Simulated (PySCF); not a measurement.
# [SnCl3]-: geometry, NMR shifts and electronic excitations

What NMR shifts and electronic excitations should [SnCl3]- (`[Cl][Sn-]([Cl])[Cl]`) show?

The runs use PySCF 2.14.0, with density-fitted response routines of our own; the level of theory stands in each step. All values are computed, except where a source is named. Atoms count from 0, in the outputs and in this text.

## Step 1: The starting structure

4 atoms, charge -1, multiplicity 1; geometry from: GFN2-xTB.

Bonds of the start (Å): Sn0–Cl1 2.49, Sn0–Cl2 2.49, Sn0–Cl3 2.49.

## Step 2: Geometry optimisation at PBE0-D3(BJ)/def2-SVP

Job settings and geometry (Å):

```
{"job": {"xc": "PBE0", "basis": "def2-SVP", "d3": "d3bj", "grid": 1, "maxiter": 40, "kind": "geom"}, "charge": -1, "multiplicity": 1}
Sn    -0.003550     0.004980     0.857930
Cl     2.216020    -0.032230    -0.275220
Cl    -1.079450     1.931550    -0.303050
Cl    -1.133010    -1.904300    -0.279660
```

**Question.** After this job, these run on its result: GIAO PBE0/pcSseg-1 Sn:def2-TZVP NMR shielding, non-relativistic, gas phase; TDDFT CAM-B3LYP/def2-SVPD, vertical, gas phase, core orbitals frozen in the response; GIAO KT2/pcSseg-1 Sn:def2-TZVP NMR shielding, non-relativistic, gas phase. What will the session give for the following? point group; rotational constants (main isotopes); ³⁵Cl shifts against HCl (PBE0/def2-TZVP+pcSseg-1); lowest singlet (CAM-B3LYP/def2-SVPD); lowest triplet; range of the shift of Cl1.

The runs gave:

```
                                         quantity                        value
                                      point group                          C3v
             rotational constants (main isotopes)         1.54, 1.53, 1.03 GHz
³⁵Cl shifts against HCl (PBE0/def2-TZVP+pcSseg-1)                      150 ppm
             lowest singlet (CAM-B3LYP/def2-SVPD)  5.09 eV (244 nm), f = 0.205
                                   lowest triplet                      4.27 eV
                        range of the shift of Cl1               150 to 193 ppm
```

The optimisation took 10 steps and gained 0.015 eV; among the bonds of the start, Sn0–Cl3 changed most, from 2.493 to 2.483 Å. No frequency check was run at this level, so the end point may be a saddle. The first singlet state (HOMO→LUMO 0.95) lies at 5.09 eV and is bright. The lowest triplet lies 0.81 eV below the lowest singlet (triplets in Tamm-Dancoff, singlets in full TDDFT). In the gas-phase run even the lowest singlet lies above the energy needed to detach an electron from this anion, so its states are not to be taken as bound. The shift of Cl1 (with its like atoms) runs from 150 (PBE0/def2-TZVP+pcSseg-1) to 193 ppm (KT2/def2-TZVP+pcSseg-1). Spin-orbit coupling is left out, which matters for shieldings and couplings at and beside the heavy atoms.
